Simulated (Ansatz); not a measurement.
GaH, a ladder of basis sets

Program: the Ansatz DFT code, driven from Python.

Interactive session:
```pycon
>>> import ansatz as az
>>> GEOMETRY = '''
... Ga    0.00000    0.00000    0.00000
... H     0.00000    0.00000    1.52500
... '''
>>> geometry = az.Crystal.molecule()
>>> for line in GEOMETRY.strip().splitlines():
...     symbol, *xyz = line.split()
...     geometry = geometry.atom(symbol, [float(v) for v in xyz])
...
>>> base = geometry.calculation().functional('hf')
>>> energies = {}
>>> for basis in ['def2-SVP', 'def2-SVPD', 'def2-TZVP', 'def2-TZVPP']:
...     rep = base.basis(gaussian=basis).run(threads=1, pin='off').report
...     size = rep['n_frozen'] + rep['n_occupied'][0] + rep['n_virtual'][0]
...     energies[basis] = (rep['reference_energy_ev'] / 27.211386246, rep['free_energy_ev'] / 27.211386246)
...     print(f'{basis:14s} {size:4d} orbitals  reference {energies[basis][0]:14.6f} Ha  total {energies[basis][1]:14.6f} Ha')
...
def2-SVP         37 orbitals  reference   -1923.544797 Ha  total   -1923.544797 Ha
def2-SVPD        46 orbitals  reference   -1923.545498 Ha  total   -1923.545498 Ha
def2-TZVP        54 orbitals  reference   -1923.794177 Ha  total   -1923.794177 Ha
def2-TZVPP       62 orbitals  reference   -1923.794301 Ha  total   -1923.794301 Ha
>>> last = energies['def2-TZVPP'][1]
>>> for basis, (_, total) in energies.items():
...     print(f'{basis:14s} lies {27.211386 * (total - last):9.4f} eV above def2-TZVPP')
...
def2-SVP       lies    6.7893 eV above def2-TZVPP
def2-SVPD      lies    6.7703 eV above def2-TZVPP
def2-TZVP      lies    0.0034 eV above def2-TZVPP
def2-TZVPP     lies    0.0000 eV above def2-TZVPP
```

Against def2-SVP: def2-SVPD -0.7 mHa, def2-TZVP -249.4 mHa and def2-TZVPP -249.5 mHa. The last step alone is -0.12 mHa (these two sets differ little on atoms other than hydrogen).

Notes:
- The drop along the ladder measures the basis error, and is no property of the molecule.
- The geometry is a force-field or estimated start, not a minimum of this method, and the last set is no limit. Much of the fall in a total is atomic energy, which cancels in bond and reaction energies.
- The whole script took 1.1 s on 1 thread of Arm Neoverse V2, with other jobs on the host, peak memory 0.15 GiB.
